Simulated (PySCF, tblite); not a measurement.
# C₅H₁₃BOS: geometry, infrared bands and NMR shifts

What infrared bands and NMR shifts should C₅H₁₃BOS (`[BH3-][S@@+](C)CC1COC1`) show?

The runs use tblite 0.8.0 and PySCF 2.14.0, with density-fitted response routines of our own; the level of theory stands in each step. All values are computed, except where a source is named. Atoms are numbered from 0 throughout.

## (1) Starting geometry

21 atoms, charge 0, multiplicity 1; geometry from: force field or distance geometry start.

Bonds of the start (Å): B0–S1 1.86, S1–C2 1.76, S1–C3 1.79, C3–C4 1.54, C4–C5 1.52, C5–O6 1.41, O6–C7 1.41, C7–C4 1.52, B0–H8 1.19, B0–H9 1.20, B0–H10 1.18, C2–H11 1.11, C2–H12 1.10, C2–H13 1.11, C3–H14 1.12, C3–H15 1.09, C4–H16 1.11, C5–H17 1.12, C5–H18 1.11, C7–H19 1.11, C7–H20 1.11.

## (2) Relaxing the molecule with GFN2-xTB

What the job is given:

```
{"job": {"kind": "relax", "xc": "GFN2-xTB", "basis": "xTB"}, "charge": 0, "multiplicity": 1}
B     -2.134600    -0.863700     1.039300
S     -1.287200     0.024500    -0.360500
C     -2.305100     1.332800    -0.950600
C      0.279500     0.694200     0.185600
C      1.267200    -0.446600     0.515100
C      1.867600    -1.108400    -0.713300
O      3.162800    -0.621200    -0.422600
C      2.692900     0.032400     0.739100
H     -3.282200    -1.034800     0.757400
H     -2.078300    -0.204400     2.035200
H     -1.623800    -1.916600     1.223800
H     -2.507900     2.060800    -0.136300
H     -1.809300     1.851400    -1.784500
H     -3.274600     0.918300    -1.312200
H      0.108700     1.300100     1.112200
H      0.677100     1.358000    -0.585700
H      0.924800    -1.161900     1.285100
H      1.839100    -2.223500    -0.652900
H      1.506600    -0.705400    -1.677000
H      2.830400     1.130800     0.662900
H      3.137400    -0.399700     1.657200
```

Launch:

```console
$ OMP_NUM_THREADS=1 python probes_run.py task.json out
```

This one command runs all jobs of the session in turn.

**Question.** This job is followed by: GFN2-xTB harmonic vibrations, gas phase; GIAO PBE0/pcSseg-1 NMR shielding, non-relativistic, gas phase. What will the session give for the following? strongest single infrared mode (GFN2-xTB); zero-point energy (GFN2-xTB); ¹³C shifts against TMS (PBE0/pcSseg-1); ¹H shifts against TMS (PBE0/pcSseg-1, means over atoms taken as alike); ¹¹B shifts against BF3·OEt2 (PBE0/pcSseg-1); ³³S shifts against CS2 (PBE0/pcSseg-1); ¹⁷O shifts against H2O (PBE0/pcSseg-1); surface potential, 1st and 99th percentile.

The runs gave:

| quantity | value |
| --- | --- |
| strongest single infrared mode (GFN2-xTB) | 1097 cm⁻¹, 266 km/mol |
| zero-point energy (GFN2-xTB) | 107.9 kcal/mol |
| ¹³C shifts against TMS (PBE0/pcSseg-1) | 78.1, 77.3, 58.5, 32.8, 32.4 ppm |
| ¹H shifts against TMS (PBE0/pcSseg-1, means over atoms taken as alike) | 5.07, 4.95, 4.36, 4.35, 3.48, 2.91, 2.34, 2.14, 1.73 ppm |
| ¹¹B shifts against BF3·OEt2 (PBE0/pcSseg-1) | -26.0 ppm |
| ³³S shifts against CS2 (PBE0/pcSseg-1) | -8 ppm |
| ¹⁷O shifts against H2O (PBE0/pcSseg-1) | 0.7 ppm |
| surface potential, 1st and 99th percentile | -1.47 V and 1.49 V |

What this shows: The optimisation took 64 steps and gained 0.571 eV; among the close pairs (by a distance rule), B0–S1 changed most, from 1.862 to 1.971 Å. No mode is imaginary among the 57: a minimum at this level. The strongest single mode, at 1097 cm⁻¹, moves mainly H9, H8 and H10. Unscaled tight-binding wavenumbers are off by several per cent, some by more. Its intensities can rank the bands wrongly. At PBE0/pcSseg-1: The largest span, 285 ppm, is at S1, where the paramagnetic term is -547 ppm.
